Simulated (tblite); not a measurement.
# B14H18N14 ((8,1) BN nanotube piece): the cost of one run

Programs: tblite 0.8.0 and PySCF 2.14.0, with routines of our own; each step states its level. All values are computed. Atoms count from 0.

### 1 The starting structure

46 atoms, charge 0, multiplicity 1; geometry from: force field, distance geometry or constructed start.

### 2 Relaxing the molecule with GFN2-xTB

The job: settings as JSON, then the geometry in Å.

```
{"job": {"kind": "relax", "xc": "GFN2-xTB", "basis": "xTB"}, "charge": 0, "multiplicity": 1}
B      3.483200     1.266100     0.148100
N      2.851400     2.426000    -0.450500
B      1.973600     3.183000     0.405000
N      0.731700     3.632900    -0.195600
B     -0.437000     3.602200     0.661700
N     -1.655100     3.106900     0.062300
B     -1.772700     3.025900    -1.379300
N     -2.667400     2.069000    -1.967800
B     -2.501700     2.306000     0.912100
N     -3.080600     1.126100     0.320800
B     -3.114300     0.982900    -1.123800
N     -3.143000    -0.330600    -1.715100
B     -3.181700    -0.036800     1.171800
N     -2.813500    -1.300100     0.570800
B     -2.748200    -1.423600    -0.867200
N     -1.891900    -2.423800    -1.454500
B     -2.112200    -2.231200     1.422000
N     -1.000900    -2.933300     0.826800
B     -0.862200    -2.977700    -0.610700
N      0.443400    -3.147600    -1.203800
B      0.144800    -3.151100     1.676900
N      1.439800    -2.928400     1.081900
B      1.580100    -2.869900    -0.352300
N      2.654300    -2.134700    -0.953700
B      2.444900    -2.328500     1.930600
N      3.250600    -1.300400     1.338900
B      3.321500    -1.165200    -0.105300
N      3.628100     0.109600    -0.696700
H      3.844500     1.269300     1.259100
H      3.034800     2.695100    -1.428200
H      2.243400     3.430900     1.514300
H      0.682500     3.951200    -1.177100
H     -0.398700     3.967000     1.767800
H     -1.139200     3.733500    -2.054400
H     -2.983600     2.151800    -2.960600
H     -2.718300     2.606500     2.021100
H     -3.430900    -0.475900    -2.707100
H     -3.534700     0.042100     2.275600
H     -2.005900    -2.731500    -2.448800
H     -2.434900    -2.411000     2.533700
H      0.555900    -3.454600    -2.190600
H      0.037900    -3.507500     2.790500
H      2.952300    -2.278300    -1.943700
H      2.593200    -2.666700     3.039300
H      3.793300    -0.648100     1.945100
H      3.941200     0.192800    -1.689200
```

Started as:

```bash
$ OMP_NUM_THREADS=2 python large_run.py task.json out
```

The driver reads the jobs from task.json and runs them one after another.

Q: Estimate the wall time and peak memory of this first job on 2 threads of Arm Neoverse N1, shared host.

About 3 s, with a peak of 0.16 GiB.
